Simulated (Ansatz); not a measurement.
# Ba3S4: the cost of one run

Method: DFT PBE, scalar-relativistic, plane waves, PAW, in Ansatz 0.2.0.

**1. Starting point**

Symmetry: Pm-3m, No. 221, cubic system. The conventional cell has a = 6.528 Å, b = 6.528 Å, c = 6.528 Å, α = 90.00°, β = 90.00°, γ = 90.00°. Ba (site symmetry 4/mmm) has 6 S at 3.26 Å as nearest neighbours. Around S (site symmetry 4/mmm) lie 4 Ba at 3.26 Å. S (site symmetry m-3m) is surrounded by 6 Ba at 3.26 Å.

Structure file:

```
Ba S
1.0
     6.52800    0.00000    0.00000
     0.00000    6.52800    0.00000
     0.00000    0.00000    6.52800
Ba S
3 4
Direct
  0.50000 0.00000 0.00000
  0.00000 0.50000 0.00000
  0.00000 0.00000 0.50000
  0.00000 0.50000 0.50000
  0.50000 0.00000 0.50000
  0.50000 0.50000 0.00000
  0.00000 0.00000 0.00000
```

A structure generator made this guess: ordered vacancies on the cation sites of rock salt (Pm-3m, No. 221). The dimensions are guesses.

**2. The guess as it stands, on a coarse mesh**

Contents of input.yaml:

```yaml
crystal:
  lattice:
    - [6.528, 0.0, 0.0]
    - [0.0, 6.528, 0.0]
    - [0.0, 0.0, 6.528]
  atoms:
    - { symbol: Ba, position: [0.5, 0.0, 0.0] }
    - { symbol: Ba, position: [0.0, 0.5, 0.0] }
    - { symbol: Ba, position: [0.0, 0.0, 0.5] }
    - { symbol: S, position: [0.0, 0.5, 0.5] }
    - { symbol: S, position: [0.5, 0.0, 0.5] }
    - { symbol: S, position: [0.5, 0.5, 0.0] }
    - { symbol: S, position: [0.0, 0.0, 0.0] }
basis:
  ecutwfc: 420
kpoints:
  mp_grid: { grid: [4, 4, 4] }
hamiltonian:
  xc: pbe
scf:
  occupations: { method: gaussian, width: 0.1 }
  lower_state_search: "off"
output:
  forces: true
  stress: true
  eigenvalues: true
```

Command:

```console
$ ansatz run input.yaml --threads 1 --pin off --max-ram 2048MiB --backend cpu --events-out ev --progress --plain --runs-dir out
```

Q: Estimate wall time and peak memory on 1 thread of Intel Xeon 6975P-C (Granite Rapids), shared host.

About 3.6 s, with a peak of 0.52 GiB.
